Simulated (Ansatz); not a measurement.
# TIPS-pentacene (C44H54Si2): single points with varied inputs, part 2 of 2

Ansatz 0.2.0, Gaussian basis; the settings change from run to run. Earlier steps stand in the parts before.

### 4 r2SCAN0/cc-pVDZ

This run has density fitting with def2-universal-jkfit, D3(BJ) dispersion, the search for lower states set to light.

The input, in.yaml:

```yaml
crystal:
  periodic: [false, false, false]
  atoms:
    - {symbol: C, position_ang: [-5.647624, -2.690217, 1.859061]}
    - {symbol: C, position_ang: [-6.461043, -1.389570, 1.959225]}
    - {symbol: C, position_ang: [-7.973473, -1.660899, 1.884668]}
    - {symbol: Si, position_ang: [-5.898520, -0.023925, 0.727435]}
    - {symbol: C, position_ang: [-4.066032, -0.134274, 0.555503]}
    - {symbol: C, position_ang: [-2.835607, -0.143435, 0.412446]}
    - {symbol: C, position_ang: [-1.431295, -0.125688, 0.238762]}
    - {symbol: C, position_ang: [-0.830851, 0.925860, -0.527998]}
    - {symbol: C, position_ang: [-1.612140, 1.947829, -1.117500]}
    - {symbol: C, position_ang: [-1.038330, 2.979823, -1.871912]}
    - {symbol: C, position_ang: [-1.828090, 4.018044, -2.471779]}
    - {symbol: C, position_ang: [-1.233772, 5.020163, -3.209554]}
    - {symbol: C, position_ang: [0.187934, 5.043991, -3.392546]}
    - {symbol: C, position_ang: [0.982886, 4.065902, -2.832917]}
    - {symbol: C, position_ang: [0.405990, 3.004121, -2.057493]}
    - {symbol: C, position_ang: [1.185281, 1.995665, -1.474960]}
    - {symbol: C, position_ang: [0.612821, 0.952420, -0.709399]}
    - {symbol: C, position_ang: [1.422853, -0.067394, -0.111971]}
    - {symbol: C, position_ang: [2.827816, -0.035837, -0.278994]}
    - {symbol: C, position_ang: [4.058119, -0.006090, -0.419217]}
    - {symbol: Si, position_ang: [5.890600, 0.031237, -0.624946]}
    - {symbol: C, position_ang: [6.283182, -1.014990, -2.183139]}
    - {symbol: C, position_ang: [7.791731, -1.158707, -2.438294]}
    - {symbol: C, position_ang: [5.538639, -0.490237, -3.420568]}
    - {symbol: C, position_ang: [6.637321, -0.769624, 0.947981]}
    - {symbol: C, position_ang: [6.202748, -0.022697, 2.219930]}
    - {symbol: C, position_ang: [6.287509, -2.264407, 1.032038]}
    - {symbol: C, position_ang: [6.446029, 1.856516, -0.862993]}
    - {symbol: C, position_ang: [7.921828, 2.059946, -0.476306]}
    - {symbol: C, position_ang: [5.533659, 2.877196, -0.163248]}
    - {symbol: C, position_ang: [0.822599, -1.116896, 0.657012]}
    - {symbol: C, position_ang: [1.603865, -2.131756, 1.258274]}
    - {symbol: C, position_ang: [1.029531, -3.163705, 2.012122]}
    - {symbol: C, position_ang: [1.819307, -4.194561, 2.624669]}
    - {symbol: C, position_ang: [1.223181, -5.197672, 3.359669]}
    - {symbol: C, position_ang: [-0.200453, -5.230974, 3.526300]}
    - {symbol: C, position_ang: [-0.995589, -4.259949, 2.954841]}
    - {symbol: C, position_ang: [-0.416575, -3.196923, 2.182646]}
    - {symbol: C, position_ang: [-1.195455, -2.193819, 1.591399]}
    - {symbol: C, position_ang: [-0.621764, -1.147347, 0.831933]}
    - {symbol: C, position_ang: [-6.311186, 1.707388, 1.465606]}
    - {symbol: C, position_ang: [-7.764624, 2.130184, 1.189884]}
    - {symbol: C, position_ang: [-5.317689, 2.808711, 1.059879]}
    - {symbol: C, position_ang: [-6.635788, -0.247116, -1.029473]}
    - {symbol: C, position_ang: [-6.129506, 0.842602, -1.989810]}
    - {symbol: C, position_ang: [-6.360813, -1.650830, -1.592986]}
    - {symbol: H, position_ang: [-4.559544, -2.503184, 1.960965]}
    - {symbol: H, position_ang: [-5.945837, -3.406275, 2.655851]}
    - {symbol: H, position_ang: [-5.800623, -3.201700, 0.886426]}
    - {symbol: H, position_ang: [-6.244656, -0.937146, 2.955414]}
    - {symbol: H, position_ang: [-8.263909, -2.091256, 0.902851]}
    - {symbol: H, position_ang: [-8.286616, -2.390549, 2.662911]}
    - {symbol: H, position_ang: [-8.578462, -0.743221, 2.034487]}
    - {symbol: H, position_ang: [-2.702814, 1.925425, -0.972881]}
    - {symbol: H, position_ang: [-2.919771, 3.994820, -2.327151]}
    - {symbol: H, position_ang: [-1.849292, 5.810795, -3.665435]}
    - {symbol: H, position_ang: [0.641685, 5.853012, -3.985354]}
    - {symbol: H, position_ang: [2.075664, 4.080892, -2.969456]}
    - {symbol: H, position_ang: [2.277099, 2.007410, -1.613120]}
    - {symbol: H, position_ang: [5.871449, -2.021617, -1.941005]}
    - {symbol: H, position_ang: [8.336759, -1.556411, -1.556825]}
    - {symbol: H, position_ang: [8.253979, -0.183825, -2.702711]}
    - {symbol: H, position_ang: [7.990225, -1.847955, -3.287939]}
    - {symbol: H, position_ang: [5.894462, 0.521439, -3.712221]}
    - {symbol: H, position_ang: [4.445534, -0.421323, -3.245424]}
    - {symbol: H, position_ang: [5.700209, -1.153596, -4.297961]}
    - {symbol: H, position_ang: [7.743076, -0.673790, 0.843425]}
    - {symbol: H, position_ang: [6.516609, 1.040970, 2.213898]}
    - {symbol: H, position_ang: [6.639063, -0.491693, 3.128794]}
    - {symbol: H, position_ang: [5.098170, -0.039340, 2.334554]}
    - {symbol: H, position_ang: [6.668720, -2.840368, 0.164323]}
    - {symbol: H, position_ang: [5.186820, -2.415540, 1.072011]}
    - {symbol: H, position_ang: [6.715126, -2.723978, 1.949693]}
    - {symbol: H, position_ang: [6.355607, 2.022072, -1.961839]}
    - {symbol: H, position_ang: [8.602939, 1.357968, -0.999565]}
    - {symbol: H, position_ang: [8.079358, 1.920325, 0.614122]}
    - {symbol: H, position_ang: [8.258189, 3.090978, -0.721216]}
    - {symbol: H, position_ang: [5.857153, 3.917092, -0.388098]}
    - {symbol: H, position_ang: [5.555769, 2.759566, 0.940530]}
    - {symbol: H, position_ang: [4.475131, 2.774089, -0.475634]}
    - {symbol: H, position_ang: [2.695565, -2.103007, 1.123076]}
    - {symbol: H, position_ang: [2.912586, -4.164121, 2.493704]}
    - {symbol: H, position_ang: [1.838543, -5.983558, 3.823918]}
    - {symbol: H, position_ang: [-0.655397, -6.041973, 4.115476]}
    - {symbol: H, position_ang: [-2.089754, -4.280547, 3.079699]}
    - {symbol: H, position_ang: [-2.288459, -2.212812, 1.716327]}
    - {symbol: H, position_ang: [-6.204173, 1.550088, 2.564420]}
    - {symbol: H, position_ang: [-8.007675, 3.081385, 1.711708]}
    - {symbol: H, position_ang: [-7.941695, 2.302065, 0.107092]}
    - {symbol: H, position_ang: [-8.502525, 1.373687, 1.527421]}
    - {symbol: H, position_ang: [-5.554217, 3.764205, 1.577071]}
    - {symbol: H, position_ang: [-4.272772, 2.536475, 1.308810]}
    - {symbol: H, position_ang: [-5.352440, 3.013779, -0.030948]}
    - {symbol: H, position_ang: [-7.737520, -0.124800, -0.908774]}
    - {symbol: H, position_ang: [-6.555434, 0.704227, -3.007497]}
    - {symbol: H, position_ang: [-5.023410, 0.806405, -2.088118]}
    - {symbol: H, position_ang: [-6.400860, 1.864115, -1.654677]}
    - {symbol: H, position_ang: [-6.771643, -1.753213, -2.621177]}
    - {symbol: H, position_ang: [-6.814984, -2.451827, -0.975569]}
    - {symbol: H, position_ang: [-5.270205, -1.852757, -1.651658]}
basis:
  gaussian: {orbitals: cc-pVDZ, fitting: {mean_field: def2-universal-jkfit}}
hamiltonian: {xc: {name: r2SCAN0}, dispersion: d3bj}
scf: {lower_state_search: light}
output: {forces: true}
```

Command:

```bash
$ ansatz run in.yaml --threads 4 --pin off --events-out ev --progress --plain --max-ram 46080MiB --backend cuda --devices 0, --max-vram 37GiB
```

What it wrote, shortened:

```text
Warning: the engine holds no damping parameters fitted to this dispersion correction and functional, so the run takes those fitted to r2scan0 beside the three-body term, which d3bj leaves out (hamiltonian.dispersion, under Limitations)
Functional definition: r2SCAN0
  name "r2SCAN0"
  cite "Bursch, Neugebauer, Ehlert & Grimme, J. Chem. Phys. 156, 134105 (2022) doi:10.1063/5.0086040"
  cite "Furness, Kaplan, Ning, Perdew & Sun, J. Phys. Chem. Lett. 11, 8208 (2020) doi:10.1021/acs.jpclett.0c02405"
  cite "Furness, Kaplan, Ning, Perdew & Sun, J. Phys. Chem. Lett. 11, 9248 (2020) doi:10.1021/acs.jpclett.0c03077"
  parent r2scan
[...]
4528 factors; integrals over basis functions are off by at most 2.3e-1 eV
[...]
mean field -62234.30034115 eV, -2287.0683536135 hartree, gradient 7.8e-5 eV, S^2 0.000000; 0 other end points of the search recorded, 0 dependent functions left out
[...]
Atom 89 at    -8.502525     1.373687     1.527421 Å, force     0.298346     0.282536    -0.123839 eV/Å
Atom 90 at    -5.554217     3.764205     1.577071 Å, force     0.070216    -0.371025    -0.186636 eV/Å
Atom 91 at    -4.272772     2.536475     1.308810 Å, force    -0.403154     0.079095    -0.074682 eV/Å
Atom 92 at    -5.352440     3.013779    -0.030948 Å, force    -0.007891    -0.086504     0.394398 eV/Å
Atom 93 at    -7.737520    -0.124800    -0.908774 Å, force     0.370468    -0.044671    -0.063379 eV/Å
Atom 94 at    -6.555434     0.704227    -3.007497 Å, force     0.154202     0.034830     0.387854 eV/Å
Atom 95 at    -5.023410     0.806405    -2.088118 Å, force    -0.395908    -0.012291     0.045065 eV/Å
Atom 96 at    -6.400860     1.864115    -1.654677 Å, force     0.078172    -0.400380    -0.100385 eV/Å
Atom 97 at    -6.771643    -1.753213    -2.621177 Å, force     0.151090     0.058339     0.387342 eV/Å
Atom 98 at    -6.814984    -2.451827    -0.975569 Å, force     0.154941     0.329140    -0.214800 eV/Å
Atom 99 at    -5.270205    -1.852757    -1.651658 Å, force    -0.387479     0.092231     0.028661 eV/Å
Dipole moment:    -0.001608     0.010252     0.014432 e Å
```

Wall time 14 s (1 × H100 (card shared with other runs) with 4 threads of AMD EPYC 7R13, shared host); peak host memory 2.8 GiB.

Largest force 1.456 eV/Å, dipole 0.09 D.

### 5 All runs side by side

```csv
level,charge,multiplicity,geometry,functions,energy (eV),time
r2SCAN0/def2-SVP,0,1,relaxed,922,-62194.252,17 s
RPBE/6-31G,0,1,shaken,530,-62171.403,18 s
r2SCAN0/cc-pVDZ,0,1,relaxed,922,-62235.896,14 s
```

### 6 Outcome

What follows sums up all 2 parts.

```
                                         quantity                  value
                                             runs                      3
                                         quickest  r2SCAN0/cc-pVDZ, 14 s
                                          slowest       RPBE/6-31G, 18 s
spread of total energies, same state and geometry                41.6 eV
                  dipole, same state and geometry         0.08 to 0.09 D
```

In words: The times lie within a factor of two. Total energies at one charge and spin differ by 42 eV between levels, so only differences within one level mean anything. At the PBE-D4/def2-SVP geometry and in the same state, runs without warnings or point charges leave forces up to 1.55 eV/Å (r2SCAN0/def2-SVP), against 68.7 eV/Å where the atoms were moved.
